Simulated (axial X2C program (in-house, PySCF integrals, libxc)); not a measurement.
# CoO⁺: properties at the nuclei

Aim: properties at the nuclei of CoO⁺, with spin–orbit coupling in the Hamiltonian from the start.

Method: two-component X2C with atomic mean-field terms, Co dyall-acv3z, O dyall-av3z; program: an in-house X2C program for linear molecules on PySCF integrals.

All values are calculated.

## (1) Set-up

Input file task.json:

```json
{"zs": [27, 8], "q": 1, "bas": ["dyall-acv3z", "dyall-av3z"], "r0": 1.6, "levels": ["PBE0", "HF", "B3LYP"], "nst": 1, "ff": 1, "thr": -3.5, "nmax": 130, "opt": {"ecut": 60}}
```

Keys: zs atomic numbers; q charge; bas basis sets; r0 starting distance in Å; levels methods (HF also brings MP2); nst determinants followed; ff finite-field run; thr threshold in hartree for freezing inner shells (an s shell follows its p shell); nmax most natural virtual spinors; ecut virtual cutoff in hartree.

Run with:

```
python soeom.py task.json out
```

Nuclei are Gaussian, cores are contracted, and the Gaunt term is on.

## (2) Expectation values, lowest determinant

R = 1.617 Å. State: Ω = 4 (excess of +ω over −ω: ω = 3/2, ω = 5/2).

Output of the PBE0 run:

```text
two-component X2C + atomic mean field  PBE0
basis functions 178  fitting functions 933  grid points 5073
iter        total energy     max residual
   1      -1465.118903369     1.76e+00
   2      -1467.362780162     2.03e-01
   3      -1467.460886384     1.78e-01
   4      -1467.467644121     1.84e-01
   5      -1467.556593480     6.17e-02
   6      -1467.557921984     2.77e-02
   7      -1467.559336852     1.06e-02
   8      -1467.559415145     5.59e-03
   9      -1467.559475883     1.11e-03
  10      -1467.559494012     1.67e-03
  11      -1467.559503964     5.15e-04
  12      -1467.559505626     1.93e-04
  13      -1467.559506279     2.69e-04
  14      -1467.559506512     1.52e-04
  15      -1467.559506554     5.07e-05
  16      -1467.559506563     1.66e-05
  17      -1467.559506567     1.64e-05
  18      -1467.559506568     4.38e-06
converged
one-electron -2161.69471805  Coulomb 691.82488080  exact exchange -16.61148350  xc functional -51.36606791  nuclear repulsion 70.68786491  atomic mean-field constant -0.39998282
```

The highest occupied spinor is 54% O p, 29% Co d, 14% Co s.

| level | Eeff magnitude (GV/cm) | Ws magnitude Co (kHz) | A∥/gI Co (MHz) | qzz Co (a.u.) | A∥/gI O (MHz) | qzz O (a.u.) |
| --- | --- | --- | --- | --- | --- | --- |
| PBE0 | 1.09 | 0.0821 | 480 | -0.16 | -25.3 | -0.75 |
| HF | 0.863 | 0.0642 | 463 | -0.50 | -86.9 | -1.11 |
| B3LYP | 1.08 | 0.0816 | 497 | -0.13 | -19.3 | -0.61 |

Eeff is the effective electric field on the electron dipole moment in this Ω state and Ws the scalar–pseudoscalar constant (defined with the proton number Z and per Ω); A∥ is the parallel hyperfine constant, which follows by multiplying with the nuclear g factor gI = μI/(I μN); qzz is the electric field gradient, eQq0 = 234.96 MHz × Q/barn × qzz. The operators were transformed with the bare-nucleus X2C matrices.

## (3) Finite-field coupled cluster

Output:

```text
two-component X2C + atomic mean field  HF
basis functions 178  fitting functions 933  grid points 5073
iter        total energy     max residual
   1      -1466.027889147     2.28e-01
   2      -1466.073528099     3.88e-02
   3      -1466.092396945     9.90e-02
   4      -1466.105947049     6.93e-02
   5      -1466.120732937     3.08e-02
   6      -1466.131595770     6.26e-02
   7      -1466.136814015     5.07e-02
   8      -1466.140394846     1.20e-02
   9      -1466.141894564     5.30e-03
  10      -1466.142070454     4.92e-03
  11      -1466.142105863     1.02e-03
  12      -1466.142111786     2.68e-04
  13      -1466.142113479     3.69e-04
  14      -1466.142113851     1.16e-04
  15      -1466.142113960     5.90e-05
  16      -1466.142114011     6.00e-05
  17      -1466.142114059     4.35e-05
  18      -1466.142114104     2.95e-05
  19      -1466.142114141     2.23e-05
  20      -1466.142114159     2.16e-05
  21      -1466.142114165     1.79e-05
  22      -1466.142114167     1.30e-05
  23      -1466.142114169     7.44e-06
  24      -1466.142114170     5.81e-06
  25      -1466.142114170     1.95e-06
converged
one-electron -2161.55335855  Coulomb 691.91042875  exact exchange -66.78706646  xc functional 0.00000000  nuclear repulsion 70.68786491  atomic mean-field constant -0.39998282
correlated 22  virtual 292  natural virtual 130  E(MP2) -0.886678276  MP2 remainder -0.039350427
iter   CCSD correlation   residual
   1     -0.791949844   1.90e-01
   2     -0.817262909   1.07e-01
   3     -0.827868935   5.03e-02
   4     -0.831146614   3.39e-02
   5     -0.833243329   2.03e-02
   6     -0.834384805   1.03e-02
   7     -0.834807961   5.55e-03
   8     -0.834863604   2.33e-03
   9     -0.834910827   1.19e-03
  10     -0.834858397   5.64e-04
  11     -0.834884764   2.59e-04
  12     -0.834873176   1.29e-04
  13     -0.834878797   7.14e-05
  14     -0.834877891   4.56e-05
  15     -0.834877022   2.88e-05
  16     -0.834876443   1.82e-05
  17     -0.834875796   1.19e-05
  18     -0.834875245   7.69e-06
  19     -0.834875036   4.68e-06
  20     -0.834874749   2.79e-06
  21     -0.834874769   1.47e-06
  22     -0.834874691   8.70e-07
  23     -0.834874704   4.81e-07
(T) -0.027578525  T1 0.0627  D1 0.1813  max T2 0.095
```

T1 in the output is the amplitude norm over the root of the electron number; divide by √2 for the Lee–Taylor value.

22 electrons correlated in 130 natural virtual spinors, MP2 remainder added; T1 = 0.044.

| level | Eeff magnitude (GV/cm) | Ws magnitude Co (kHz) | A∥/gI Co (MHz) | qzz Co (a.u.) | A∥/gI O (MHz) |
| --- | --- | --- | --- | --- | --- |
| HF | 0.863 | 0.0642 | 463 | -0.50 | -86.9 |
| MP2 | 1.1 | 0.0852 | 514 | -0.05 | -79.4 |
| CCSD | 1.16 | 0.0901 | 502 | -0.23 | -63.7 |
| CCSD(T) | 1.24 | 0.0974 | 515 | -0.15 | -56.1 |

## (4) Outcome

```
                       quantity                                           value
             lowest determinant  Ω = 4 (excess of +ω over −ω: ω = 3/2, ω = 5/2)
   Eeff magnitude (GV/cm), PBE0                                            1.09
    Ws magnitude Co (kHz), PBE0                                          0.0821
           A∥/gI Co (MHz), PBE0                                             480
            qzz Co (a.u.), PBE0                                           -0.16
Eeff magnitude (GV/cm), CCSD(T)                                            1.24
 Ws magnitude Co (kHz), CCSD(T)                                          0.0974
        A∥/gI Co (MHz), CCSD(T)                                             515
         qzz Co (a.u.), CCSD(T)                                           -0.15
```

In the first state, the effective field runs from 0.863 to 1.09 GV/cm over the mean-field levels. The expectation values come from single determinants, which for open shells can mix terms of unlike spin or miss the lowest Ω, so a determinant need not be a state. Eeff is the effective electric field on the electron dipole moment in this Ω state and Ws the scalar–pseudoscalar constant (defined with the proton number Z and per Ω); A∥ is the parallel hyperfine constant, which follows by multiplying with the nuclear g factor gI = μI/(I μN); qzz is the electric field gradient, eQq0 = 234.96 MHz × Q/barn × qzz. The operators were transformed with the bare-nucleus X2C matrices. Correlation of the inner shells is missing, which matters for properties at the nucleus.
